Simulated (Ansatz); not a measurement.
# BH₃SiTe (SMILES [SiH2]=B[TeH]): functionals against CCSD(T) at one geometry

How do the functionals fare away from a minimum? The structure is a structure displaced at random from a GFN2-xTB minimum.

Program: Ansatz 0.2.0, Gaussian basis. Level of theory: single points in def2-TZVPP. These are calculated values, not measurements.

Cores are frozen in the correlated methods. Filled d shells of the heavier atoms are correlated. Core potentials replace the inner electrons past krypton, and spin-orbit coupling is left out. B3LYP uses VWN-RPA correlation.

## 1. The system as given

SMILES `[SiH2]=B[TeH]`, 6 atoms, charge 0, spin multiplicity 1.

Atoms are counted from 1 here; the program's logs count them from 0.

Bond lengths: Si1–B2 1.793 Å, Si1–H4 1.495 Å, Si1–H5 1.463 Å, B2–Te3 2.052 Å, Te3–H6 1.689 Å. Angles: B2–Si1–H4 124.9°, B2–Si1–H5 127.8°, H4–Si1–H5 106.6°, Si1–B2–Te3 157.2°, B2–Te3–H6 96.3°.

As a file:

```xyz
6
charge 0, multiplicity 1
Si   -0.46690   -0.84430   -0.97460
B     0.15210    0.23170    0.31910
Te    1.41920    0.87690    1.79820
H    -1.54850   -1.86100   -0.79680
H    -0.19930   -0.76680   -2.41100
H     0.64340    2.35110    2.07520
```

## 2. CCSD(T)/def2-TZVPP

Contents of run/in.yaml:

```yaml
crystal:
  periodic: [false, false, false]
  atoms:
    - {symbol: Si, position_ang: [-0.466900, -0.844300, -0.974600]}
    - {symbol: B, position_ang: [0.152100, 0.231700, 0.319100]}
    - {symbol: Te, position_ang: [1.419200, 0.876900, 1.798200]}
    - {symbol: H, position_ang: [-1.548500, -1.861000, -0.796800]}
    - {symbol: H, position_ang: [-0.199300, -0.766800, -2.411000]}
    - {symbol: H, position_ang: [0.643400, 2.351100, 2.075200]}
basis:
  gaussian: {orbitals: def2-TZVPP}
correlation: {method: ccsd_t}
output: {forces: true}
```

The command line of these runs was not kept.

## 3. PBE0-D4/def2-TZVPP

Edit run/in.yaml of step 2 so:

```diff
@@ -11,3 +11,3 @@
   gaussian: {orbitals: def2-TZVPP}
-correlation: {method: ccsd_t}
-output: {forces: true}
+hamiltonian: {xc: pbe0, dispersion: d4}
+output: {forces: true, orbitals: {seedname: orbitals}}
```

## 4. wB97M-V/def2-TZVPP

Edit run/in.yaml of step 3 so:

```diff
@@ -11,3 +11,3 @@
   gaussian: {orbitals: def2-TZVPP}
-hamiltonian: {xc: pbe0, dispersion: d4}
-output: {forces: true, orbitals: {seedname: orbitals}}
+hamiltonian: {xc: {name: wB97M-V}}
+output: {forces: true}
```

## 5. r2SCAN-D4/def2-TZVPP

Edit run/in.yaml of step 4 so:

```diff
@@ -11,3 +11,3 @@
   gaussian: {orbitals: def2-TZVPP}
-hamiltonian: {xc: {name: wB97M-V}}
+hamiltonian: {xc: r2scan, dispersion: d4}
 output: {forces: true}
```

## 6. PBE-D4/def2-TZVPP

Edit run/in.yaml of step 5 so:

```diff
@@ -11,3 +11,3 @@
   gaussian: {orbitals: def2-TZVPP}
-hamiltonian: {xc: r2scan, dispersion: d4}
+hamiltonian: {xc: pbe, dispersion: d4}
 output: {forces: true}
```

## 7. B3LYP-D4/def2-TZVPP

Edit run/in.yaml of step 6 so:

```diff
@@ -11,3 +11,3 @@
   gaussian: {orbitals: def2-TZVPP}
-hamiltonian: {xc: pbe, dispersion: d4}
+hamiltonian: {xc: {name: B3LYP}, dispersion: d4}
 output: {forces: true}
```

## 8. revPBE-D4/def2-TZVPP

Edit run/in.yaml of step 7 so:

```diff
@@ -11,3 +11,3 @@
   gaussian: {orbitals: def2-TZVPP}
-hamiltonian: {xc: {name: B3LYP}, dispersion: d4}
+hamiltonian: {xc: {name: revPBE}, dispersion: d4}
 output: {forces: true}
```

(Steps that only read results are left out.)

Q: Predict the outcome of this session. Wanted: energy less free atoms, CCSD(T)/def2-TZVPP; RMS force component; RMS force error; HOMO and LUMO, PBE0-D4; T1 diagnostic.

**Answer**, as computed:

| quantity | value |
| --- | --- |
| energy less free atoms, CCSD(T)/def2-TZVPP | -357.0 kcal/mol |
| RMS force component | 0.426 to 0.577 eV/Å over the methods |
| RMS force error | PBE0-D4 0.152, wB97M-V 0.188, r2SCAN-D4 0.142, PBE-D4 0.224, B3LYP-D4 0.181, revPBE-D4 0.224 eV/Å |
| HOMO and LUMO, PBE0-D4 | -5.87 and -2.46 eV |
| T1 diagnostic | 0.019 |

What this shows: Against CCSD(T) the functionals' energies less atoms differ by -20.1 to -7.0 kcal/mol, PBE-D4 by -20.1 kcal/mol. CCSD(T) in triple zeta still lacks some correlation energy of the bonds, so part of these gaps is its own basis error and they don't rank the functionals. The forces of r2SCAN-D4 come nearest to CCSD(T), those of PBE-D4 are farthest. Frozen-core CCSD(T) forces in triple zeta carry basis errors of their own, and this is one geometry, so small gaps rank nothing. The restricted Hartree–Fock reference is unstable towards an unrestricted one at one or more of these structures.
